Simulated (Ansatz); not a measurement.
Relaxation of a periodic cell of 13 atoms, Rb2NaAl2F8 (host RbAlF4, host structure P4/mmm, interstitial Na), to a largest force component of 0.03 eV/Å in at most 60 steps.

Level of theory: DFT PBE, scalar-relativistic, plane waves, PAW in Ansatz. Settings: cutoff 420 eV, k mesh 2x2x2, gaussian smearing 0.05 eV, spin collinear.

```xyz
13
Lattice="-3.6466 -3.6466 0.0000 3.6466 -3.6466 0.0000 0.0000 0.0000 6.2733" Properties=species:S:1:pos:R:3:forces:R:3
Rb 0.000 -3.647 0.000 0.07 8.82 -3.05
Al 1.823 -1.823 3.137 -0.50 0.00 0.72
F 1.823 -1.823 4.903 0.10 0.00 0.81
F 1.823 -1.823 1.370 -1.00 0.03 -0.31
F 1.823 -3.647 3.137 -0.04 0.00 -0.07
F 0.000 -1.823 3.137 0.00 -0.03 -0.08
Rb 0.000 0.000 0.000 0.09 -11.63 -4.19
Al -1.823 -1.823 3.137 0.49 0.00 0.71
F -1.823 -1.823 4.903 -0.09 0.00 0.80
F -1.823 -1.823 1.370 0.80 0.03 -0.40
F -1.823 -3.647 3.137 0.04 -0.01 -0.07
F 0.000 -5.470 3.137 -0.01 0.04 -0.28
Na -0.015 -5.512 0.624 0.05 2.74 5.40
```

Problem. Where does it end, and by what steps?

Solution. The forces met the threshold. Limits of this set-up: coarse k mesh. After 19 steps the energy has fallen by 6.125 eV; Na13 moved furthest, 2.03 Å. The start is strongly strained (largest force component 12 eV/Å). Joined: F5–Na13, F11–Na13.

```tsv
step	energy less start (eV)	largest force component (eV/Å)	accepted
0	0.0000	11.632	yes
1	-3.0691	4.685	yes
2	-4.3744	1.588	yes
3	-5.0014	0.668	yes
4	-5.2886	0.806	yes
5	-5.3857	0.443	yes
6	-5.4890	0.385	yes
7	-5.5277	0.256	yes
8	-5.6091	0.217	yes
9	-5.6910	0.287	yes
10	-5.7947	0.383	yes
11	-5.8976	0.321	yes
12	-5.9787	0.234	yes
13	-6.0248	0.127	yes
14	-6.0677	0.164	yes
15	-6.1007	0.277	yes
16	-6.1090	0.341	yes
17	-6.1209	0.079	yes
18	-6.1233	0.062	yes
19	-6.1247	0.017	yes
```

```xyz
13
Lattice="-3.6466 -3.6466 0.0000 3.6466 -3.6466 0.0000 0.0000 0.0000 6.2733" Properties=species:S:1:pos:R:3
Rb -0.001 -3.582 0.034
Al 1.828 -1.682 3.096
F 2.001 -1.662 4.856
F 1.513 -1.607 1.351
F 1.974 -3.496 3.157
F -0.001 -1.892 3.367
Rb -0.001 0.005 -0.928
Al -1.830 -1.682 3.096
F -2.003 -1.662 4.856
F -1.516 -1.607 1.351
F -1.976 -3.496 3.157
F -0.001 -5.093 2.891
Na -0.001 -7.229 1.707
```

Time of the run: 5 min on 1 thread of Arm Neoverse V1 (shared host), peak memory 0.5 GiB.
